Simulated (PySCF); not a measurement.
**SiH2Br− (SMILES [SiH2-]Br) at 3 levels**

Wanted: a comparison of 3 runs (PBE/STO-6G, SVWN5/STO-6G, CCSDTQ/STO-6G) of SiH2Br−. Input form: a Python script.

The calculation is run with PySCF 2.14.0.

### 1 Starting point

SiH2Br− has 4 atoms, charge -1, and is taken as a singlet. As SMILES, `[SiH2-]Br`. The Si1–Br2 distance was set to 3.638 Å, away from the relaxed value. At this shape a bond of the SMILES string is far longer than usual.

Bond lengths: Si1–H3 1.496 Å, Si1–H4 1.496 Å. Angles: H3–Si1–H4 98.4°. A long bond or contact: Si1–Br2 3.638 Å.

### 2 A single-point energy at PBE/STO-6G (run 1)

Contents of input.xyz:

```xyz
4

Si    -1.131786    -0.378835    -1.384643
Br     1.687710    -0.271360     0.911070
H     -2.149726    -0.565815    -0.303843
H     -1.225676     1.108535    -1.518293
```

Contents of job.py:

```python
from pyscf import gto, dft

system = gto.M(
    atom='input.xyz',
    basis='sto-6g',
    max_memory=1860,
    charge=-1,
    verbose=3,
)

calc0 = dft.RKS(system)
calc0.xc = 'pbe'
calc0.conv_tol = 1e-10
calc0.grids.level = 5
calc0.kernel()
if not calc0.converged:
    calc0 = calc0.newton().run(calc0.mo_coeff, calc0.mo_occ)

e_tot = calc0.e_tot
print(f'total energy: {e_tot:.8f} hartree')
```

Started as:

```bash
$ OMP_NUM_THREADS=1 python job.py
```

The log of the run:

```text
converged SCF energy = -2849.87982356799
total energy: -2849.87982357 hartree
```

Wall time 5.4 s (1 thread of Arm Neoverse V1, shared host); peak memory 0.24 GiB.

### 3 The energy at SVWN5/STO-6G (run 2)

Contents of run.py:

```python
from pyscf import gto, dft

system = gto.M(
    atom=[
    ('Si', (-1.131786, -0.378835, -1.384643)),
    ('Br', (1.687710, -0.271360, 0.911070)),
    ('H', (-2.149726, -0.565815, -0.303843)),
    ('H', (-1.225676, 1.108535, -1.518293)),
],
    charge=-1,
    spin=0,
    basis='sto-6g',
    max_memory=1860,
    verbose=4,
)

mf = dft.RKS(system, xc='svwn')
mf.grids.level = 5
mf.conv_tol = 1e-10
mf.kernel()
if not mf.converged:
    mf = mf.newton().run(mf.mo_coeff, mf.mo_occ)

e_final = mf.e_tot
print('E(%s) = %.9f' % ('SVWN5', e_final))
```

Started as:

```bash
$ OMP_NUM_THREADS=1 python run.py
```

The log of the run:

```text
PySCF version 2.14.0

[INPUT] num. atoms = 4
[INPUT] num. electrons = 52
[INPUT] charge = -1
[INPUT] spin (= nelec alpha-beta = 2S) = 0
[INPUT] symmetry False subgroup None
[INPUT] Mole.unit = angstrom
[INPUT] Symbol           X                Y                Z      unit          X                Y                Z       unit  Magmom
[INPUT]  1 Si    -1.131786000000  -0.378835000000  -1.384643000000 AA   -2.138765571617  -0.715894396400  -2.616596050296 Bohr   0.0
[INPUT]  2 Br     1.687710000000  -0.271360000000   0.911070000000 AA    3.189309677690  -0.512796081162   1.721672780307 Bohr   0.0
[INPUT]  3 H     -2.149726000000  -0.565815000000  -0.303843000000 AA   -4.062393382857  -1.069235387171  -0.574180054866 Bohr   0.0
[INPUT]  4 H     -1.225676000000   1.108535000000  -1.518293000000 AA   -2.316191957452   2.094827549495  -2.869157946844 Bohr   0.0

nuclear repulsion = 90.5973518087607
number of shells = 15
number of NR pGTOs = 174
number of NR cGTOs = 29
basis = sto-6g
ecp = {}

******** <class 'pyscf.dft.rks.RKS'> ********
method = RKS
initial guess = minao
damping factor = 0
level_shift factor = 0
DIIS = <class 'pyscf.scf.diis.CDIIS'>
diis_start_cycle = 1
diis_space = 8
diis_damp = 0
SCF conv_tol = 1e-10
SCF conv_tol_grad = None
SCF max_cycles = 50
direct_scf = True
direct_scf_tol = 1e-13
XC library pyscf.dft.libxc version 7.0.0
    S. Lehtola, C. Steigemann, M. J.T. Oliveira, and M. A.L. Marques.,  SoftwareX 7, 1–5 (2018)
XC functionals = svwn
    P. A. M. Dirac.,  Math. Proc. Cambridge Philos. Soc. 26, 376 (1930)
    F. Bloch.,  Z. Phys. 57, 545 (1929)
    S. H. Vosko, L. Wilk, and M. Nusair.,  Can. J. Phys. 58, 1200 (1980)
radial grids:
    Treutler-Ahlrichs [JCP 102, 346 (1995); DOI:10.1063/1.469408] (M4) radial grids

becke partition: Becke, JCP 88, 2547 (1988); DOI:10.1063/1.454033
pruning grids: <function nwchem_prune>
grids dens level: 5
symmetrized grids: False
atomic radii adjust function: <function treutler_atomic_radii_adjust>
small_rho_cutoff = 0
Set gradient conv threshold to 1e-05
Initial guess from minao.
tot grids = 135368
init E= -2842.32680683174
  HOMO = -0.251227385937848  LUMO = -0.136942567130597  gap/eV = 3.10985
cycle= 1 E= -2845.35385168726  delta_E= -3.03  |g|= 0.136  |ddm|= 2.06
  HOMO = 0.282784588276529  LUMO = 0.285918561238022  gap/eV = 0.08528
cycle= 2 E= -2844.48696799051  delta_E= 0.867  |g|= 0.545  |ddm|= 3.28
  HOMO = 0.199355187659473  LUMO = 0.239347707451747  gap/eV = 1.08825
cycle= 3 E= -2845.3894831913  delta_E= -0.903  |g|= 0.113  |ddm|= 2.74
  HOMO = 0.193175089746677  LUMO = 0.225644244040297  gap/eV = 0.88353
cycle= 4 E= -2845.40050896405  delta_E= -0.011  |g|= 0.084  |ddm|= 0.607
  HOMO = 0.197172314494315  LUMO = 0.223395549190638  gap/eV = 0.71357
cycle= 5 E= -2845.38413485024  delta_E= 0.0164  |g|= 0.166  |ddm|= 0.245
  HOMO = 0.18442519706982  LUMO = 0.229079144821812  gap/eV = 1.21510
cycle= 6 E= -2845.40660684487  delta_E= -0.0225  |g|= 0.0169  |ddm|= 0.588
  HOMO = 0.183861322844196  LUMO = 0.228505701892481  gap/eV = 1.21484
cycle= 7 E= -2845.40663158002  delta_E= -2.47e-05  |g|= 0.015  |ddm|= 0.015
  HOMO = 0.186510110691589  LUMO = 0.227029894902579  gap/eV = 1.10260
cycle= 8 E= -2845.40684889151  delta_E= -0.000217  |g|= 0.00742  |ddm|= 0.0969
  HOMO = 0.185723396457746  LUMO = 0.227434643335485  gap/eV = 1.13502
cycle= 9 E= -2845.40691164103  delta_E= -6.27e-05  |g|= 0.000233  |ddm|= 0.0297
  HOMO = 0.185691578177468  LUMO = 0.227450813609727  gap/eV = 1.13633
cycle= 10 E= -2845.40691170318  delta_E= -6.22e-08  |g|= 3.85e-05  |ddm|= 0.00114
  HOMO = 0.185695333790985  LUMO = 0.227448926383406  gap/eV = 1.13617
cycle= 11 E= -2845.40691170488  delta_E= -1.7e-09  |g|= 5.24e-06  |ddm|= 0.00014
  HOMO = 0.185695910527848  LUMO = 0.227448643399664  gap/eV = 1.13615
cycle= 12 E= -2845.40691170491  delta_E= -3e-11  |g|= 1.86e-07  |ddm|= 2.12e-05
  HOMO = 0.185696027384071  LUMO = 0.227448576249128  gap/eV = 1.13614
Extra cycle  E= -2845.40691170491  delta_E= 1.36e-12  |g|= 9.33e-07  |ddm|= 4.6e-06
converged SCF energy = -2845.40691170491
E(SVWN5) = -2845.406911705
```

It took 3.3 s on 1 thread of Arm Neoverse V1, shared host; peak memory 0.15 GiB.

### 4 The energy at CCSDTQ/STO-6G (run 3)

Contents of run.py:

```python
from pyscf import gto, cc

mol = gto.Mole()
mol.atom = '''
Si      -1.131786      -0.378835      -1.384643
Br       1.687710      -0.271360       0.911070
H       -2.149726      -0.565815      -0.303843
H       -1.225676       1.108535      -1.518293
'''
mol.max_memory = 1860
mol.basis = 'sto-6g'
mol.spin = 0
mol.verbose = 4
mol.charge = -1
mol.build()

mf = mol.RHF()
mf.conv_tol = 1e-10
mf.kernel()
if not mf.converged:
    mf = mf.newton().run(mf.mo_coeff, mf.mo_occ)

mycc = cc.CCSDTQ(mf, frozen=14)
mycc.kernel()
e_tot = mycc.e_tot
print('E(%s) = %.9f' % ('CCSDTQ', e_tot))
```

Started as:

```bash
$ OMP_NUM_THREADS=1 python run.py
```

The log of the run:

```text
PySCF version 2.14.0

[INPUT] num. atoms = 4
[INPUT] num. electrons = 52
[INPUT] charge = -1
[INPUT] spin (= nelec alpha-beta = 2S) = 0
[INPUT] symmetry False subgroup None
[INPUT] Mole.unit = angstrom
[INPUT] Symbol           X                Y                Z      unit          X                Y                Z       unit  Magmom
[INPUT]  1 Si    -1.131786000000  -0.378835000000  -1.384643000000 AA   -2.138765571617  -0.715894396400  -2.616596050296 Bohr   0.0
[INPUT]  2 Br     1.687710000000  -0.271360000000   0.911070000000 AA    3.189309677690  -0.512796081162   1.721672780307 Bohr   0.0
[INPUT]  3 H     -2.149726000000  -0.565815000000  -0.303843000000 AA   -4.062393382857  -1.069235387171  -0.574180054866 Bohr   0.0
[INPUT]  4 H     -1.225676000000   1.108535000000  -1.518293000000 AA   -2.316191957452   2.094827549495  -2.869157946844 Bohr   0.0

nuclear repulsion = 90.5973518087607
number of shells = 15
number of NR pGTOs = 174
number of NR cGTOs = 29
basis = sto-6g
ecp = {}

[... 37 lines left out ...]
converged SCF energy = -2848.47766408452
[... 24 lines left out ...]
Init t2, MP2 energy = -2848.510545939701  E_corr(MP2) -0.032881855178
[... 20 lines left out ...]
RCCSDTQ converged
[... 3 lines left out ...]
E(CCSDTQ) = -2848.529012061
```

Wall time 20 s (1 thread of Arm Neoverse V1, shared host); peak memory 0.16 GiB.

### 5 Overview of the runs

| run | level | integration grid | frozen core orbitals | energy (Eh) | HOMO energy (eV) | LUMO energy (eV) | HOMO–LUMO gap (eV) | wall time |
| --- | --- | --- | --- | --- | --- | --- | --- | --- |
| 1 | PBE/STO-6G | 5 | – | -2849.879824 | 5.09 | 6.23 | 1.14 | 5.4 s |
| 2 | SVWN5/STO-6G | 5 | – | -2845.406912 | 5.05 | 6.19 | 1.14 | 3.3 s |
| 3 | CCSDTQ/STO-6G | – | 14 | -2848.529012 | 1.86 | 10.46 | 8.61 | 20 s |

### 6 Results

| quantity | value |
| --- | --- |
| run 3: total energy | -2848.52901 Eh |
| run 3: HOMO energy (Hartree–Fock orbitals) | 1.86 eV |
| run 3: LUMO energy (Hartree–Fock orbitals) | 10.46 eV |
| run 3: HOMO–LUMO gap (to an unbound level, set by the basis) | 8.61 eV |
| run 3: correlation energy (14 core orbitals frozen) | -51.3 mEh |
| run 3: T1 diagnostic | 0.005 |

In words: Totals of different functionals can't be ranked against each other. In runs 1, 2, 3 the HOMO lies above zero, so the outermost electron may be held by the basis alone. In runs 1, 2, 3 the basis is minimal, so the values are rough. All runs together took 28 s, the longest 20 s.
